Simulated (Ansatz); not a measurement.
# CH₂ClI: geometry at several levels

An exercise on one series of results from a longer session: the logs are not shown, and one member is left open.

Computed with Ansatz 0.2.0 (the levels named in each step, unless a step's input says otherwise).

### Starting point

Bond lengths: Cl1–C2 1.765 Å, C2–I3 2.154 Å, C2–H4 1.085 Å, C2–H5 1.086 Å. Angles: Cl1–C2–I3 113.3°, Cl1–C2–H4 108.8°, Cl1–C2–H5 108.8°, I3–C2–H4 107.1°, I3–C2–H5 107.1°, H4–C2–H5 111.7°.

Coordinates:

```xyz
5

Cl   -2.3923    0.6297    0.0002
C    -1.2505   -0.7163    0.0247
I     0.8090   -0.0874   -0.0030
H    -1.3990   -1.2847    0.9371
H    -1.4100   -1.3268   -0.8588
```

Set-up of the first run:

input.yaml

```yaml
crystal:
  periodic: [false, false, false]
  atoms:
    - { symbol: Cl, position_ang: [-2.39228, 0.62973, 0.0002] }
    - { symbol: C, position_ang: [-1.25051, -0.71626, 0.0247] }
    - { symbol: I, position_ang: [0.80899, -0.08739, -0.00302] }
    - { symbol: H, position_ang: [-1.39901, -1.28471, 0.93713] }
    - { symbol: H, position_ang: [-1.40995, -1.32683, -0.85877] }
basis:
  gaussian: { orbitals: def2-SVP }
hamiltonian:
  xc: pbe
  dispersion: d4
relax:
  f_tol: 0.03
  max_steps: 200
```

The run is started by

```bash
$ ansatz run input.yaml --threads 2 --pin off --max-ram 5120MiB --backend cpu --events-out ev --progress --plain --runs-dir out
```

Steps of the session up to this table: A rough first relaxation, PBE-D4/def2-SVP; Relaxation, HF/def2-SVP; Relaxation, LDA/def2-SVP; Relaxation, PBE-D4/def2-SVP; Relaxation, PBE0-D4/def2-TZVPP; Relaxation, MP2/def2-TZVPP.

One table of the session follows, with a row left open; its other results are not shown here.

It belongs to the step «Geometries side by side». 

| level | Cl1–C2 (Å) | C2–I3 (Å) | dipole (D) |
| --- | --- | --- | --- |
| HF/def2-SVP | 1.7645 | 2.1504 | 1.64 |
| LDA/def2-SVP | 1.7461 | 2.1555 | 1.39 |
| PBE-D4/def2-SVP | ? | ? | ? |
| PBE0-D4/def2-TZVPP | 1.7535 | 2.1348 | 1.42 |
| MP2/def2-TZVPP | 1.7589 | 2.1188 | 1.40 |

Estimate the missing values for PBE-D4/def2-SVP.

**Answer.** Cl1–C2 (Å): 1.7677; C2–I3 (Å): 2.1851; dipole (D): 1.37. In the column «Cl1–C2 (Å)» it is the highest.
